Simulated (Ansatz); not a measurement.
# Sn3Se in Ansatz: the effect of functional

Sn3Se:

```xyz
4
Lattice="0.0000 3.6569 3.6569 3.6569 0.0000 3.6569 3.6569 3.6569 0.0000" Properties=species:S:1:pos:R:3 pbc="T T T"
Sn    3.6569    3.6569    3.6569
Sn    5.4854    5.4854    5.4854
Sn    1.8285    1.8285    1.8285
Se    0.0000    0.0000    0.0000
```

The cell comes from a database or a generator and needn't be the stable form of this composition.

The cell isn't the ideal one: volume scaled by 0.94.

Alike in all runs:

| Property | Result |
| --- | --- |
| Program | Ansatz 0.2.0 |
| Task | single point |
| Potentials or basis | Ansatz PAW |
| k mesh | 6 × 6 × 6 |
| Occupations | fermi-dirac, width 0.05 eV |
| Spin | no spin polarisation |

```csv
functional,cutoff,pressure (GPa)
r2SCAN,500 eV (not typed: the program's choice for these potentials),?
PBE,420 eV (not typed: the program's choice for these potentials),3.3
LDA,420 eV (not typed: the program's choice for these potentials),-1.5
```

Question: What does the run with functional r2SCAN give?

Answer: Pressure 2.2 GPa.

Caveats: the PAW data sets come from PBE, with cores solved anew for the run's functional, which leaves a small shift of forces and pressure (some runs).
